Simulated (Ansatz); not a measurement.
# BiF2: a short molecular-dynamics run

What does BiF2 do over 40 steps of 1.5 fs at constant energy, with velocities drawn for 100 K? The cell is a randomly packed cell of 12 atoms, taken as it stands, without a relaxation.

Program: Ansatz 0.2.0. Level of theory: DFT PBE, plane waves, PAW, scalar-relativistic, no spin polarisation. These are calculated values, not measurements.

### Step 1. Starting point

The cell holds 12 atoms (Bi4F8): a = 7.009 Å, b = 5.083 Å, c = 5.843 Å, α = 89.36°, β = 83.11°, γ = 94.74°.

Structure file:

```cif
data_structure
_symmetry_space_group_name_H-M 'P 1'
_symmetry_Int_Tables_number 1
_cell_length_a 7.0089
_cell_length_b 5.0829
_cell_length_c 5.8429
_cell_angle_alpha 89.360
_cell_angle_beta 83.114
_cell_angle_gamma 94.741
_cell_volume 205.90
loop_
_atom_site_label
_atom_site_type_symbol
_atom_site_fract_x
_atom_site_fract_y
_atom_site_fract_z
_atom_site_occupancy
Bi1 Bi 0.91025 0.56622 0.30681 1
Bi2 Bi 0.06154 0.85317 0.77301 1
Bi3 Bi 0.35782 0.49456 0.03094 1
Bi4 Bi 0.66894 0.04099 0.09806 1
F1 F 0.22038 0.38267 0.47203 1
F2 F 0.01036 0.34423 0.90381 1
F3 F 0.53529 0.64456 0.39530 1
F4 F 0.41149 0.98181 0.47837 1
F5 F 0.58287 0.84914 0.69450 1
F6 F 0.74141 0.53931 0.91806 1
F7 F 0.61082 0.29905 0.70642 1
F8 F 0.06315 0.07974 0.35390 1
```

### Step 2. The run

Input file input.yaml:

```yaml
crystal:
  lattice:
    - [6.89166, -1.272281, -0.105367]
    - [0.509379, 5.047943, 0.307475]
    - [0.734306, -0.360812, 5.78529]
  atoms:
    - { symbol: Bi, position: [0.910246, 0.566221, 0.306809] }
    - { symbol: Bi, position: [0.06154, 0.853174, 0.773011] }
    - { symbol: Bi, position: [0.357823, 0.494558, 0.030939] }
    - { symbol: Bi, position: [0.668941, 0.040989, 0.098059] }
    - { symbol: F, position: [0.220381, 0.382666, 0.472031] }
    - { symbol: F, position: [0.01036, 0.344229, 0.903809] }
    - { symbol: F, position: [0.535288, 0.644556, 0.395304] }
    - { symbol: F, position: [0.411486, 0.981815, 0.47837] }
    - { symbol: F, position: [0.582867, 0.849137, 0.694497] }
    - { symbol: F, position: [0.741408, 0.539315, 0.91806] }
    - { symbol: F, position: [0.610825, 0.299047, 0.706417] }
    - { symbol: F, position: [0.063151, 0.079745, 0.353897] }
kpoints:
  mp_grid: { grid: [2, 3, 3] }
magnetization:
  spin_polarized: false
scf:
  occupations: { method: fermi_dirac, width: 0.05 }
hamiltonian:
  pseudopotentials: { kind: paw }
  xc: pbe
basis:
  ecutwfc: 420
md:
  timestep: 1.5
  n_steps: 40
  ensemble: nve
  temperature: 100.0
  initial_velocities: maxwell_boltzmann
  seed: 423040
```

On the command line:

```sh
$ ansatz run input.yaml --threads 2 --pin off --max-ram 2560MiB --backend cpu --events-out ev --progress --plain --runs-dir out
```

Before running it: what results should come out? Wanted: temperature, first and last step; temperature, second half; potential energy, second half; largest change of the total energy; mean square displacement, second half.

**Answer**, as computed:

| quantity | value |
| --- | --- |
| length | 40 steps of 1.5 fs |
| temperature, first and last step | 100 and 3883 K |
| temperature, second half | mean 3965 K, from 3697 to 4204 K |
| potential energy, second half | -459 meV/atom from the start |
| largest change of the total energy | 0.97 meV/atom |
| mean square displacement, second half | F 0.740, Bi 0.008 Å² |

The temperature starts at 100 K and averages 3965 K in the second half, where it ranges from 3697 to 4204 K; the start was no minimum (force components up to 4.0 eV/Å), and the potential energy that it sheds (459 meV/atom) turns into motion. The total energy strays from its start by at most 0.97 meV/atom, 0.3 % of the mean kinetic energy, which is good for a step of 1.5 fs. Over the second half F atoms stand 0.9 Å (root mean square) from where they began, and the farthest move is 1.4 Å. 60 fs on 12 atoms is far too short and small for converged averages. The k-mesh is coarse.
